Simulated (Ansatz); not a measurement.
# ZnGe2N3: the cost of one run

Program: Ansatz 0.2.0. Level of theory: DFT PBE, scalar-relativistic, plane waves, PAW. These are calculated values, not measurements.

1 further run of the same task is left out (set aside as unsound or not needed).

### 1 Starting point

The structure is tetragonal, space group P4mm (No. 99). Conventional cell: a = 3.787 Å, b = 3.787 Å, c = 8.064 Å, α = 90.00°, β = 90.00°, γ = 90.00°. Zn (site symmetry 4mm) is surrounded by 4 N at 1.96 Å. Ge (site symmetry 4mm) has 1 N at 1.68 Å as nearest neighbours. Ge (site symmetry 4mm) is surrounded by 5 N at 1.82 to 2.03 Å. N (site symmetry 2mm) is surrounded by 2 Zn at 1.96 Å and 2 Ge at 2.03 Å. N (site symmetry 4mm) is surrounded by 2 Ge at 1.68 to 1.82 Å.

Structure file:

```
Zn Ge N
1.0
     3.78708    0.00000    0.00000
     0.00000    3.78708    0.00000
     0.00000    0.00000    8.06391
Zn Ge N
1 2 3
Direct
  0.50000 0.50000 0.90625
  0.00000 0.00000 0.31878
  0.00000 0.00000 0.75266
  0.50000 0.00000 0.84211
  0.00000 0.50000 0.84211
  0.00000 0.00000 0.52663
```

The cell was relaxed beforehand at this level, from a generated guess; it is a trial structure. At a tolerance of 0.05 Å it has space group P4mm (No. 99); it has 19.28 Å³/atom, an uncorrected energy of +0.69 eV/atom over the elements.

### 2 Electronic structure at the relaxed geometry

Contents of input.yaml:

```yaml
crystal:
  lattice:
    - [3.7870847519, 0.0, 0.0]
    - [0.0, 3.7870847519, 0.0]
    - [0.0, 0.0, 8.0639104233]
  atoms:
    - { symbol: Zn, position: [0.5, 0.5, 0.9062503313] }
    - { symbol: Ge, position: [0.0, 0.0, 0.318781595] }
    - { symbol: Ge, position: [0.0, 0.0, 0.7526572478] }
    - { symbol: "N", position: [0.5, 0.0, 0.8421129183] }
    - { symbol: "N", position: [0.0, 0.5, 0.8421129183] }
    - { symbol: "N", position: [0.0, 0.0, 0.5266277096] }
basis:
  ecutwfc: 420
kpoints:
  mp_grid: { grid: [10, 10, 6] }
  band_path:
    path:
      - [[0.0, 0.0, 0.0], [0.0, 0.5, 0.0], [0.5, 0.5, 0.0], [0.0, 0.0, 0.0], [0.0, 0.0, 0.5], [0.0, 0.5, 0.5], [0.5, 0.5, 0.5], [0.0, 0.0, 0.5]]
      - [[0.0, 0.5, 0.0], [0.0, 0.5, 0.5]]
      - [[0.5, 0.5, 0.0], [0.5, 0.5, 0.5]]
    npoints: 14
hamiltonian:
  xc: pbe
scf:
  occupations: { method: gaussian, width: 0.1 }
  n_extra_bands: 15
output:
  forces: true
  stress: true
  eigenvalues: true
  populations: true
  dos: { projected: true, de: 0.02, nscf_kmesh: { grid: [12, 12, 8] } }
  bader: true
```

Launch:

```console
ansatz run input.yaml --threads 1 --pin off --max-ram 2560MiB --backend cpu --events-out ev --progress --plain --runs-dir out
```

Q: Estimate wall time and peak memory on 1 thread of Intel Xeon 6975P-C (Granite Rapids), shared host.

About 99 s, with a peak of 0.76 GiB.
